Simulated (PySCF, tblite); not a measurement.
# C5H7F3O: geometry, infrared bands and NMR shifts

Aim: predict the infrared bands and NMR shifts of C5H7F3O (`FC[C@@H]1CO[C@H]1C(F)F`).

The runs use tblite 0.8.0 and PySCF 2.14.0, with density-fitted response routines of our own; the level of theory stands in each step. All values are computed, except where a source is named. Atoms count from 0, in the outputs and in this text.

## 1. The starting structure

16 atoms, charge 0, multiplicity 1; geometry from: force field or distance geometry start.

Bonds of the start (Å): F0–C1 1.37, C1–C2 1.49, C2–C3 1.54, C3–O4 1.46, O4–C5 1.46, C5–C6 1.51, C6–F7 1.36, C6–F8 1.35, C5–C2 1.55, C1–H9 1.10, C1–H10 1.09, C2–H11 1.10, C3–H12 1.10, C3–H13 1.08, C5–H14 1.10, C6–H15 1.10.

## 2. Optimising the geometry with GFN2-xTB

The job: settings as JSON, then the geometry in Å.

```
{"job": {"kind": "relax", "xc": "GFN2-xTB", "basis": "xTB"}, "charge": 0, "multiplicity": 1}
F      2.124700    -0.329100     1.079900
C      1.605500    -0.880100    -0.060600
C      0.431500    -0.084200    -0.505800
C      0.583400     1.448200    -0.611600
O     -0.683900     1.639600     0.091700
C     -0.637700     0.256800     0.558100
C     -1.962000    -0.457300     0.453200
F     -1.769100    -1.757600     0.806200
F     -2.391800    -0.468400    -0.829600
H      1.326200    -1.918000     0.182200
H      2.399000    -0.895900    -0.807100
H     -0.009100    -0.505600    -1.426200
H      1.405300     1.885600    -0.028700
H      0.569900     1.848300    -1.619800
H     -0.263200     0.251400     1.595600
H     -2.736200    -0.024800     1.111100
```

Command:

```console
$ OMP_NUM_THREADS=1 python probes_run.py task.json out
```

The driver reads the jobs from task.json and runs them one after another.

**Question.** This job is followed by: GFN2-xTB harmonic vibrations, gas phase; GIAO PBE0/pcSseg-1 NMR shielding, non-relativistic, gas phase. What will the session give for the following? strongest single infrared mode (GFN2-xTB); zero-point energy (GFN2-xTB); ¹³C shifts against TMS (PBE0/pcSseg-1); ¹H shifts against TMS (PBE0/pcSseg-1); ¹⁹F shifts against CFCl3 (PBE0/pcSseg-1); ¹⁷O shifts against H2O (PBE0/pcSseg-1); surface potential, 1st and 99th percentile.

As calculated:

| quantity | value |
| --- | --- |
| strongest single infrared mode (GFN2-xTB) | 1042 cm⁻¹, 142 km/mol |
| zero-point energy (GFN2-xTB) | 73.3 kcal/mol |
| ¹³C shifts against TMS (PBE0/pcSseg-1) | 121.5, 83.2, 83.2, 71.2, 37.7 ppm |
| ¹H shifts against TMS (PBE0/pcSseg-1) | 6.24, 5.03, 5.02, 4.75, 4.74, 4.66, 3.32 ppm |
| ¹⁹F shifts against CFCl3 (PBE0/pcSseg-1) | -152.5, -155.0, -261.8 ppm |
| ¹⁷O shifts against H2O (PBE0/pcSseg-1) | 17.4 ppm |
| surface potential, 1st and 99th percentile | -1.35 V and 1.21 V |

What this shows: Over 46 steps the energy fell by 0.128 eV; of the close pairs, O4–C5 changed most, 1.460 to 1.422 Å. All 42 modes are real, so the xTB geometry is a minimum. The strongest single mode, at 1042 cm⁻¹, moves mainly C6. Unscaled tight-binding wavenumbers are off by several per cent, some by more. Its intensities can rank the bands wrongly. The most deshielded hydrogen is H15 (hydrogen on an sp3 CH bonded to 2 F), at 6.24 ppm: its carbon carries F, hence the downfield position. At PBE0/pcSseg-1: The widest tensor belongs to F7: span 204 ppm, with a paramagnetic part of -146 ppm.
